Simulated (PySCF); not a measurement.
**TlN: from the state search to spectroscopic constants**

One job finds the state of TlN, follows it along the bond with each method and fits the curves.

The runs use PySCF 2.14.0; Tl x2c-TZVPPall, N x2c-TZVPPall, spin-free X2C with a Gaussian nucleus.

### 1 The job

Settings of the job:

- atoms: Tl, N
- charge: 0
- basis: Tl x2c-TZVPPall, N x2c-TZVPPall
- Hamiltonian: spin-free X2C with a Gaussian nucleus
- basis functions: 114
- electrons treated: 88
- masses in u: 204.9744, 14.0031
- levels: PBE0, PBE, r²SCAN, BP86, PBEsol, B3LYP, BHandHLYP, ωB97M-V, HF, MP2, SCS-MP2, CCSD, CCSD(T)
- grid: 80 radial by 434 angular points
- occupations: held fixed by the projection of orbital angular momentum
- dissociation limit: Tl + N, each in its ground configuration
- starting distance in angstrom: 2.085
- values of 2S to try: 0, 2, 4

Run with:

```sh
$ OMP_NUM_THREADS=2 python dia.py task.json out
```

After this run come: First curve: PBE0; Higher solutions at PBE0; PBE (GGA); r²SCAN (meta-GGA); BP86; PBEsol (GGA); B3LYP (global hybrid GGA); BHandHLYP (global hybrid GGA); ωB97M-V; ROHF; Adding correlation.

Before running it: what results should come out? Wanted: for each run, Re; ωe; De; μ.

As calculated:

Lowest PBE0 solution found, without spin–orbit coupling: triplet, unpaired electrons π ↑↑. State 2 has its PBE0 minimum 0.26 eV higher. State 3 has its PBE0 minimum 0.53 eV higher, as a spin-mixed determinant (⟨S²⟩ = 1.00), so this is no gap between pure states. State 4 has its PBE0 minimum 0.70 eV higher, as a spin-mixed determinant (⟨S²⟩ = 1.01), so this is no gap between pure states. The other levels ran on the lowest alone.

```csv
level,Re (Å),ωe (cm⁻¹),De (eV),μ (D)
ROHF,2.282,433,-0.120,-3.50
ROHF-MP2,2.290,419,1.20,n/a
ROHF-SCS-MP2,2.305,409,1.26,n/a
ROHF-CCSD,2.306,404,1.19,n/a
ROHF-CCSD(T),2.316,393,1.33,n/a
PBE,2.326,388,2.04,-3.02
PBEsol,2.297,402,2.11,-2.84
BP86,2.325,389,2.06,-3.03
r²SCAN,2.296,406,1.69,-2.99
B3LYP,2.323,392,1.77,-3.28
PBE0,2.295,408,1.69,-3.15
BHandHLYP,2.293,412,1.39,-3.37
ωB97M-V,2.282,419,1.63,-3.20
```

De is counted to Tl + N in their ground configurations. A positive dipole means Tl(−)N(+).

Differences from CCSD(T) in the same basis:

```csv
level,Re (mÅ),ωe (%)
ROHF,-34,+10.2
ROHF-MP2,-26,+6.6
ROHF-SCS-MP2,-10,+4.0
ROHF-CCSD,-10,+2.6
PBE,+10,-1.4
PBEsol,-18,+2.3
BP86,+10,-1.1
r²SCAN,-19,+3.1
B3LYP,+7,-0.3
PBE0,-20,+3.8
BHandHLYP,-23,+4.9
ωB97M-V,-33,+6.6
```

In words: Against CCSD(T) in the same basis, the bond length is nearest at B3LYP (+7 mÅ) and farthest at ROHF (-34 mÅ); the wavenumber is nearest at B3LYP (-0.3 %) and farthest at ROHF (+10.2 %). Hartree–Fock falls on the short and stiff side, its usual fault. PBE gives a bond that is too long and too soft, as GGAs tend to. Among the levels with a De in the table, it runs from -0.120 eV (ROHF) to 2.11 eV (PBEsol).

Correlated steps freeze 35 core orbitals. These are scalar-relativistic numbers at best; spin–orbit coupling would shift them, the dissociation energy most. A negative De means that the minimum lies above the separated atoms at that level. With spin–orbit coupling the term label itself may not hold.
